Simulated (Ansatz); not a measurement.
# BClF2H2 (built from SMILES Cl.FBF): a reaction path by the nudged elastic band

Aim: the minimum-energy path between two given structures and its highest point. Both ends were relaxed at PBE0-D4 in triple zeta.

Program: Ansatz 0.2.0, Gaussian basis. Level of theory: PBE0-D4/def2-SVP. These are calculated values, not measurements.

22 further runs of the same task are left out: 22 set aside as unsound or not needed.

**1. The starting structure**

The first end: 6 atoms, charge 0, spin multiplicity 1.

Atoms are counted from 1 here; the program's logs count them from 0.

Bond lengths: B1–H2 1.192 Å, B1–F3 1.314 Å, B1–F4 1.314 Å, H5–Cl6 1.280 Å. Angles: H2–B1–F3 120.9°, H2–B1–F4 120.9°, F3–B1–F4 118.1°.

Coordinates:

```tsv
atom	x (Å)	y (Å)	z (Å)
B1	-0.3137	0.7094	-0.7786
H2	0.8620	0.8934	-0.7159
F3	-0.8162	-0.1638	-1.6224
F4	-1.1474	1.4165	-0.0491
H5	1.3406	-1.3638	1.6520
Cl6	0.0748	-1.4917	1.5140
```

The second end:

```xyz
6
BClF2H2
B    -0.9671   -0.1536   -0.0493
H     1.8817    0.7085   -0.3154
F    -0.8459   -0.4826   -1.3119
F    -1.1778    1.1009    0.2647
H     1.9775    0.1961    0.2193
Cl   -0.8683   -1.3694    1.1926
```

**2. The band at PBE0-D4/def2-SVP**

neb/in.yaml

```yaml
crystal:
  periodic: [false, false, false]
  atoms:
    - {symbol: B, position_ang: [-0.313656, 0.709415, -0.778581]}
    - {symbol: H, position_ang: [0.861958, 0.893422, -0.715900]}
    - {symbol: F, position_ang: [-0.816176, -0.163840, -1.622448]}
    - {symbol: F, position_ang: [-1.147412, 1.416458, -0.049091]}
    - {symbol: H, position_ang: [1.340599, -1.363767, 1.652009]}
    - {symbol: Cl, position_ang: [0.074787, -1.491688, 1.514010]}
basis:
  gaussian: {orbitals: def2-SVP}
hamiltonian: {xc: pbe0, dispersion: d4}
neb:
  images: 5
  climbing: true
  max_iterations: 40
  initial_path: idpp
  final_atoms:
    - {symbol: B, position_ang: [-0.967137, -0.153594, -0.049342]}
    - {symbol: H, position_ang: [1.881713, 0.708461, -0.315427]}
    - {symbol: F, position_ang: [-0.845886, -0.482567, -1.311854]}
    - {symbol: F, position_ang: [-1.177789, 1.100944, 0.264701]}
    - {symbol: H, position_ang: [1.977543, 0.196112, 0.219341]}
    - {symbol: Cl, position_ang: [-0.868343, -1.369356, 1.192582]}
```

The run is started by

```bash
$ ansatz run in.yaml --threads 2 --pin off --events-out ev --progress --plain --max-ram 4352MiB
```

**Question.** What will these runs give? Wanted: from earlier runs: barrier over the separately found saddle, CCSD(T)/def2-TZVPP.

The runs gave:

| quantity | value |
| --- | --- |
| PBE0-D4/def2-SVP, 22 iterations | highest 87.8 kJ/mol (image 3), last end -56.7 kJ/mol |
| from earlier runs: barrier over the separately found saddle, CCSD(T)/def2-TZVPP | 133.7 kJ/mol |

What this shows: The highest image lies 87.8 kJ/mol above the first end, and it climbed, so it estimates the saddle. The ends are not quite minima at this level (largest force component 0.38 eV/Å), so the heights are unreliable: relaxing the first end would lower it and raise the barrier above it. The highest image is 45.9 kJ/mol below the CCSD(T) barrier in triple zeta, which comes from separate runs on the saddle.
